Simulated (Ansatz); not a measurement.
## Nudged elastic band run: GaSi16

The input (input.yaml):

```yaml
crystal:
  lattice:
    - [0.0, 5.43, 5.43]
    - [5.43, 0.0, 5.43]
    - [5.43, 5.43, 0.0]
  atoms:
    - { symbol: Si, position: [0.00408995, 0.00454647, 0.00449936] }
    - { symbol: Si, position: [0.12434028, 0.1253094, 0.12522202] }
    - { symbol: Si, position: [0.00406871, 0.00453494, 0.48695852] }
    - { symbol: Si, position: [0.12743982, 0.12766792, 0.62247843] }
    - { symbol: Si, position: [0.00404978, 0.48704681, 0.00447682] }
    - { symbol: Si, position: [0.12743228, 0.62253082, 0.12763135] }
    - { symbol: Si, position: [-0.00398185, 0.50136021, 0.50132731] }
    - { symbol: Si, position: [0.12742281, 0.62252179, 0.62246134] }
    - { symbol: Si, position: [0.4860796, 0.00468072, 0.00464054] }
    - { symbol: Si, position: [0.62198597, 0.12776001, 0.12773012] }
    - { symbol: Si, position: [0.50110747, -0.00384208, 0.5013837] }
    - { symbol: Si, position: [0.62197187, 0.12775543, 0.62257547] }
    - { symbol: Si, position: [0.50110502, 0.50141506, -0.00386945] }
    - { symbol: Si, position: [0.62195945, 0.62262451, 0.12772218] }
    - { symbol: Si, position: [0.50110182, 0.5014125, 0.50137963] }
    - { symbol: Si, position: [0.62488819, 0.62506804, 0.62503645] }
    - { symbol: Ga, position: [0.87435593, 0.87529835, 0.87521671] }
magnetization:
  spin_polarized: true
basis:
  ecutwfc: 420.0
kpoints:
  mp_grid: { grid: [2, 2, 2] }
hamiltonian:
  xc: pbesol
  pseudopotentials: { kind: paw, azcp: { folder: soft_1 } }
scf:
  occupations: { method: gaussian, width: 0.05 }
  lower_state_search: "off"
neb:
  images: 5
  f_tol: 0.05
  initial_path: idpp
  max_iterations: 24
  final_atoms:
    - { symbol: Si, position: [5.56e-06, -5.11e-06, -8.79e-06] }
    - { symbol: Si, position: [0.12367138, 0.12367373, 0.12367439] }
    - { symbol: Si, position: [0.00259033, 0.00262977, 0.49737881] }
    - { symbol: Si, position: [0.12368303, 0.12368508, 0.62894937] }
    - { symbol: Si, position: [0.00258507, 0.49737955, 0.00263855] }
    - { symbol: Si, position: [0.12368054, 0.62895615, 0.12368327] }
    - { symbol: Si, position: [0.00260801, 0.49739942, 0.49739444] }
    - { symbol: Si, position: [0.1382004, 0.62059982, 0.62059933] }
    - { symbol: Si, position: [0.49738081, 0.00261037, 0.00262442] }
    - { symbol: Si, position: [0.62897553, 0.12367549, 0.12367619] }
    - { symbol: Si, position: [0.49740083, 0.00263321, 0.49738205] }
    - { symbol: Si, position: [0.62055922, 0.13832376, 0.62055775] }
    - { symbol: Si, position: [0.49739636, 0.49738252, 0.00264225] }
    - { symbol: Si, position: [0.62054444, 0.6205434, 0.13836745] }
    - { symbol: Si, position: [0.49993999, 0.50005397, 0.50009438] }
    - { symbol: Si, position: [0.62061053, 0.62060993, 0.62060978] }
    - { symbol: Ga, position: [0.74992281, 0.7500693, 0.75012127] }
  order_check: false
```

Command:

```bash
$ ansatz run input.yaml --threads 2 --pin off --max-ram 5120MiB --backend cpu --events-out ev --progress --plain --runs-dir out
```

Output, in part (warnings, iteration lines):

```
NEB end point (image 0): max|allowed force component| = 5.771e-3 eV/Å (the criterion of neb.relax_end_points is 1.000e-2)
NEB end point (image 6): max|allowed force component| = 8.555e-3 eV/Å (the criterion of neb.relax_end_points is 1.000e-2)
NEB iter   1: max|band force component| = 2.591e0 eV/Å  barrier→ = 1.5941 eV  barrier← = 1.5941 eV  Δτ_max = 0.1669 Å  (63 SCF iters)
NEB iter   2: max|band force component| = 1.079e0 eV/Å  barrier→ = 0.9546 eV  barrier← = 0.9546 eV  Δτ_max = 0.1901 Å  (39 SCF iters)
NEB iter   3: max|band force component| = 2.627e-1 eV/Å  barrier→ = 0.7410 eV  barrier← = 0.7410 eV  CI = image 3  Δτ_max = 0.0715 Å  (38 SCF iters)
NEB iter   4: max|band force component| = 1.243e-1 eV/Å  barrier→ = 0.7123 eV  barrier← = 0.7123 eV  CI = image 3  Δτ_max = 0.0328 Å  (33 SCF iters)
NEB iter   5: max|band force component| = 4.410e-2 eV/Å  barrier→ = 0.7073 eV  barrier← = 0.7073 eV  CI = image 3  Δτ_max = 0.0131 Å  (32 SCF iters)
NEB iter   6: max|band force component| = 4.340e-2 eV/Å  barrier→ = 0.7061 eV  barrier← = 0.7061 eV  CI = image 3  Δτ_max = 0.0000 Å  (6 SCF iters)
```

It converged. The band force fell under the threshold earlier too, but the program's further tests of the path sent the band on. The order of the stationary point at the top wasn't checked. Limits of this set-up: coarse k mesh, PAW files made for another functional, a small cell, in which the defect meets its images.

Final band (atoms are numbered from 1 in the order of the input):

```json
{"image": "0", "path coordinate (Å)": "0.00", "energy (eV)": "0.00", "Si1–Ga17 (Å)": "2.43", "Si16–Ga17 (Å)": "4.70"}
{"image": "1", "path coordinate (Å)": "0.54", "energy (eV)": "0.08", "Si1–Ga17 (Å)": "2.49", "Si16–Ga17 (Å)": "4.25"}
{"image": "2", "path coordinate (Å)": "1.08", "energy (eV)": "0.32", "Si1–Ga17 (Å)": "2.61", "Si16–Ga17 (Å)": "3.73"}
{"image": "3", "path coordinate (Å)": "1.62", "energy (eV)": "0.71", "Si1–Ga17 (Å)": "3.13", "Si16–Ga17 (Å)": "3.13"}
{"image": "4", "path coordinate (Å)": "2.15", "energy (eV)": "0.32", "Si1–Ga17 (Å)": "3.73", "Si16–Ga17 (Å)": "2.61"}
{"image": "5", "path coordinate (Å)": "2.69", "energy (eV)": "0.08", "Si1–Ga17 (Å)": "4.25", "Si16–Ga17 (Å)": "2.48"}
{"image": "6", "path coordinate (Å)": "3.23", "energy (eV)": "0.00", "Si1–Ga17 (Å)": "4.70", "Si16–Ga17 (Å)": "2.43"}
```

The run took 2.6 min on 2 threads of Arm Neoverse V2 (shared host), peak memory 1.4 GiB.
